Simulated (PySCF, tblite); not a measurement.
# Si₃H₅O₄ radical, a small gas-phase stand-in for a defect centre (silica 3-ring): EPR parameters

Wanted: the EPR parameters for `[O][SiH]1O[SiH2]O[SiH2]O1`. It is drawn as: oxygen hole.

Programs: tblite 0.8.0 and PySCF 2.14.0. All values are calculated, for the isolated system unless a continuum is named. Atoms count from 0, parts from 1.

## (1) Starting point

12 atoms, charge 0, multiplicity 2; geometry: distance geometry start.

## (2) Geometry optimisation with GFN2-xTB

What the job is given:

```
{"job": {"kind": "relax", "xc": "GFN2-xTB", "basis": "xTB"}, "charge": 0, "multiplicity": 2}
O      0.503242    -1.567373    -0.472096
Si    -1.001975    -1.217544     0.231261
O     -1.653754     0.136433    -0.615937
Si    -0.634765     1.476084    -0.232210
O      0.964981     1.241132    -0.619071
Si     1.618274    -0.325761    -0.289968
O      2.242853    -0.420371     1.338012
H     -0.923027    -0.829789     1.649877
H     -1.865845    -2.386447     0.034585
H     -1.131401     2.631820    -0.998512
H     -0.754961     1.813798     1.214252
H      2.671087    -0.547095    -1.270936
```

Method: GFN2-xTB geometry optimisation, gas phase.

Run with:

```
$ OMP_NUM_THREADS=1 python cluster_run.py task.json out
```

The driver reads the jobs from task.json and runs them one after another.

**Question.** The jobs that follow are: PBE0-D3(BJ)/def2-SVP geometry optimisation, gas phase; UKS B3LYP, IGLO-III on O Si, pcH-1 on H, non-relativistic, mean-field spin-orbit, GIAO; UKS BHandHLYP, IGLO-III on O Si, pcH-1 on H, non-relativistic, mean-field spin-orbit, GIAO. Predict: point group; rotational constants (main isotopes); g(iso) (B3LYP); ⟨S²⟩; largest a(iso) (averaged by class).

The runs gave:

| quantity | value |
| --- | --- |
| point group | Cs |
| rotational constants (main isotopes) | 2.19, 1.46, 0.96 GHz |
| g(iso) (B3LYP) | 2.02014 |
| ⟨S²⟩ | 0.753 (exact 0.75) |
| largest a(iso) (averaged by class) | 1H on H11, 104.6 MHz |

In words: The start of the PBE0/def2-SVP relaxation was shaken at random by about 0.01 Å, so part of the energy gained, and of the first lengths quoted, undoes that. The optimisation took 6 steps and gained 1.045 eV; among the close pairs (by a distance rule), Si5–O6 changed most, from 1.538 to 1.674 Å (PBE0/def2-SVP). O6 carries the largest spin population, 0.96 e. The isotropic g lies 17.8 ppt above the free-electron value. These values are not to be trusted: the run shows nearly degenerate orbitals, where second-order g theory doesn't apply. A capped cluster stands for the solid here, so long-range fields and strain are missing, and bands or shifts of the capping hydrogens have no counterpart in it.
